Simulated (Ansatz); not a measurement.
# FH4OPSi: small, medium and large basis sets

Aim: see how fast density functionals converge with the basis set for FH4OPSi.

Program: Ansatz 0.2.0, Gaussian basis. Level of theory: one geometry, several basis sets. These are calculated values, not measurements.

Levels to be run: PBE0-D4/def2-SVP; ωB97M-V/def2-SVP; PBE0-D4/def2-QZVPP; ωB97M-V/def2-QZVPP; the functionals' def2-TZVPP values are taken from earlier runs.

### Step 1. The relaxed structure

All runs share one geometry, relaxed beforehand with PBE0-D4 in a triple-zeta def2 set.

SMILES `F[SiH2]OP`, 8 atoms, charge 0, spin multiplicity 1.

Atoms are counted from 1 here; the program's logs count them from 0.

Bond lengths: F1–Si2 1.593 Å, Si2–O3 1.631 Å, Si2–H5 1.479 Å, Si2–H6 1.474 Å, O3–P4 1.653 Å, P4–H7 1.423 Å, P4–H8 1.424 Å. Angles: F1–Si2–O3 109.7°, F1–Si2–H5 107.2°, F1–Si2–H6 108.0°, O3–Si2–H5 110.7°, O3–Si2–H6 107.1°, H5–Si2–H6 114.1°, Si2–O3–P4 129.5°, O3–P4–H7 97.5°, O3–P4–H8 98.5°, H7–P4–H8 92.0°.

### Step 2. PBE0-D4 in def2-SVP

File in.yaml:

```yaml
crystal:
  periodic: [false, false, false]
  atoms:
    - {symbol: F, position_ang: [-1.393408, 1.404659, -1.085982]}
    - {symbol: Si, position_ang: [-0.399604, 1.208781, 0.143789]}
    - {symbol: O, position_ang: [-0.111171, -0.380413, 0.368611]}
    - {symbol: P, position_ang: [0.944425, -1.379098, -0.418851]}
    - {symbol: H, position_ang: [0.851261, 1.925507, -0.187731]}
    - {symbol: H, position_ang: [-1.074029, 1.702990, 1.358060]}
    - {symbol: H, position_ang: [1.269939, -2.214816, 0.686144]}
    - {symbol: H, position_ang: [0.004787, -2.324811, -0.919841]}
basis:
  gaussian: {orbitals: def2-SVP}
hamiltonian: {xc: pbe0, dispersion: d4}
output: {orbitals: {seedname: orbitals}}
```

Further steps of the session: ωB97M-V in def2-SVP; PBE0-D4 in def2-QZVPP; ωB97M-V in def2-QZVPP.

Q: Predict the results of all the runs planned. Wanted: PBE0-D4: double and triple zeta above quadruple; ωB97M-V: double and triple zeta above quadruple.

The runs gave:

| quantity | value |
| --- | --- |
| PBE0-D4: double and triple zeta above quadruple | 13.34, 0.87 eV |
| ωB97M-V: double and triple zeta above quadruple | 13.41, 0.82 eV |

In words: For PBE0-D4 the step from double to triple zeta gains 12.46 eV and the next only 0.87 eV. These are total energies; as a rule much of such shifts cancels in differences, which this series doesn't test. The LUMO of ωB97M-V is positive and keeps falling with the basis (2.08 to 1.15 eV): an unbound level that the basis holds in place.
